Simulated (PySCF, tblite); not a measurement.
# C7H5O2 radical: geometry, infrared bands and EPR parameters

Aim: predict the infrared bands and EPR parameters of C7H5O2 radical (`O=C(O)c1c[c]ccc1`).

The runs use tblite 0.8.0 and PySCF 2.14.0, with density-fitted response routines of our own; the level of theory stands in each step. All values are computed, except where a source is named. Atoms count from 0, in the outputs and in this text.

### Step 1. The molecule as given

14 atoms, charge 0, multiplicity 2; geometry from: force field or distance geometry start.

Bonds of the start (Å): O0–C1 1.28, C1–O2 1.40, C1–C3 1.47, C3–C4 1.37, C4–C5 1.38, C5–C6 1.36, C6–C7 1.39, C7–C8 1.38, C8–C3 1.39, O2–H9 1.00, C4–H10 1.08, C6–H11 1.10, C7–H12 1.10, C8–H13 1.07.

### Step 2. Relaxing the molecule with GFN2-xTB

Job settings and geometry (Å):

```
{"job": {"kind": "relax", "xc": "GFN2-xTB", "basis": "xTB"}, "charge": 0, "multiplicity": 2}
O      2.363600    -1.351900    -0.166200
C      1.874300    -0.205100     0.136200
O      2.736600     0.811700     0.575100
C      0.428100     0.018300     0.042300
C     -0.111300     1.229600     0.388300
C     -1.480000     1.408900     0.279300
C     -2.265900     0.382900    -0.142700
C     -1.755300    -0.860600    -0.476400
C     -0.390000    -1.028700    -0.374700
H      3.728200     0.721700     0.661400
H      0.554100     2.023400     0.710100
H     -3.354200     0.484400    -0.226500
H     -2.415900    -1.678900    -0.806300
H      0.087100    -1.956200    -0.622200
```

Run with:

```console
> OMP_NUM_THREADS=1 python probes_run.py task.json out
```

This one command runs all jobs of the session in turn.

**Question.** This job is followed by: GFN2-xTB harmonic vibrations, gas phase; UKS B3LYP, pcH-1 on C H O, non-relativistic, mean-field spin-orbit, GIAO. Predict these results of the whole session: strongest single infrared mode (GFN2-xTB); zero-point energy (GFN2-xTB); g(iso) (B3LYP); ⟨S²⟩; largest a(iso); surface potential, 1st and 99th percentile.

**Answer**, as computed:

| quantity | value |
| --- | --- |
| strongest single infrared mode (GFN2-xTB) | 1754 cm⁻¹, 438 km/mol |
| zero-point energy (GFN2-xTB) | 61.5 kcal/mol |
| g(iso) (B3LYP) | 2.00226 |
| ⟨S²⟩ | 0.757 (exact 0.75) |
| largest a(iso) | 13C on C5, 406.0 MHz |
| surface potential, 1st and 99th percentile | -1.52 V and 2.49 V |

**Reading.** Over 25 steps the energy fell by 0.634 eV; of the close pairs, O0–C1 changed most, 1.283 to 1.206 Å. All 36 modes are real, so the xTB geometry is a minimum. The strongest single mode, at 1754 cm⁻¹, moves mainly C1 and O0. Unscaled tight-binding wavenumbers are off by several per cent, some by more. Its intensities can rank the bands wrongly. Most of the unpaired spin sits on C5 (1.01 e). The isotropic g lies 0.1 ppt below the free-electron value.
